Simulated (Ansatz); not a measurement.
# C2H7CuOS: small, medium and large basis sets

One table from this session's results is given with a row withheld; the runs are named, their logs left out.

The runs use Ansatz 0.2.0, Gaussian basis; one geometry, several basis sets.

Plan: PBE0-D4/def2-SVP; ωB97M-V/def2-SVP; PBE0-D4/def2-QZVPP; ωB97M-V/def2-QZVPP; the functionals' def2-TZVPP values are taken from earlier runs.

### The geometry

The geometry comes from an earlier relaxation with PBE0-D4 in a triple-zeta def2 set; it is a stationary point, not always the lowest conformer.

SMILES `C[S+](C)[Cu-][OH]`, 12 atoms, charge 0, spin multiplicity 1.

Atoms are counted from 1 here; the program's logs count them from 0.

Bond lengths: C1–S2 1.800 Å, C1–H6 1.089 Å, C1–H7 1.089 Å, C1–H8 1.091 Å, S2–C3 1.800 Å, S2–Cu4 2.146 Å, C3–H9 1.091 Å, C3–H10 1.089 Å, C3–H11 1.089 Å, Cu4–O5 1.786 Å, O5–H12 0.959 Å. Angles: S2–C1–H6 111.0°, S2–C1–H7 107.0°, S2–C1–H8 109.4°, H6–C1–H7 109.4°, H6–C1–H8 110.5°, H7–C1–H8 109.4°, C1–S2–C3 100.2°, C1–S2–Cu4 107.1°, C3–S2–Cu4 107.1°, S2–C3–H9 109.4°, S2–C3–H10 111.0°, S2–C3–H11 107.0°, H9–C3–H10 110.5°, H9–C3–H11 109.4°, H10–C3–H11 109.4°, S2–Cu4–O5 174.8°, Cu4–O5–H12 112.9°.

The first run:

in.yaml

```yaml
crystal:
  periodic: [false, false, false]
  atoms:
    - {symbol: C, position_ang: [0.816736, 1.158062, 0.967988]}
    - {symbol: S, position_ang: [0.835223, 0.045234, -0.446795]}
    - {symbol: C, position_ang: [-0.470077, 0.778529, -1.446219]}
    - {symbol: Cu, position_ang: [0.115202, -1.857577, 0.236100]}
    - {symbol: O, position_ang: [-0.348343, -3.505940, 0.742408]}
    - {symbol: H, position_ang: [-0.165719, 1.175998, 1.438055]}
    - {symbol: H, position_ang: [1.550852, 0.781608, 1.679197]}
    - {symbol: H, position_ang: [1.104886, 2.159366, 0.645573]}
    - {symbol: H, position_ang: [-0.172554, 1.782520, -1.751310]}
    - {symbol: H, position_ang: [-1.411142, 0.808795, -0.898518]}
    - {symbol: H, position_ang: [-0.585829, 0.151361, -2.329233]}
    - {symbol: H, position_ang: [-1.192237, -3.533054, 1.196754]}
basis:
  gaussian: {orbitals: def2-SVP}
hamiltonian: {xc: pbe0, dispersion: d4}
output: {orbitals: {seedname: orbitals}}
```

On the command line:

```console
> ansatz run in.yaml --threads 4 --pin off --events-out ev --progress --plain --max-ram 11315MiB
```

Steps of the session up to this table: PBE0-D4 in def2-SVP; ωB97M-V in def2-SVP; PBE0-D4 in def2-QZVPP; ωB97M-V in def2-QZVPP.

One table of the session follows, with a row left open; its other results are not shown here.

It belongs to the step «Density functionals: the series». 

```
functional       basis  HOMO (eV)  LUMO (eV)
   PBE0-D4    def2-SVP      -5.31       0.29
   PBE0-D4  def2-TZVPP      -5.98      -0.26
   PBE0-D4  def2-QZVPP      -6.08      -0.48
   ωB97M-V    def2-SVP          ?          ?
   ωB97M-V  def2-TZVPP      -8.45       1.32
   ωB97M-V  def2-QZVPP      -8.55       0.67
```

Estimate the missing values for ωB97M-V, def2-SVP.

The run gave: HOMO (eV): -7.71; LUMO (eV): 1.53. In the column «HOMO (eV)» it lies between ωB97M-V, def2-TZVPP (-8.45) and PBE0-D4, def2-QZVPP (-6.08).
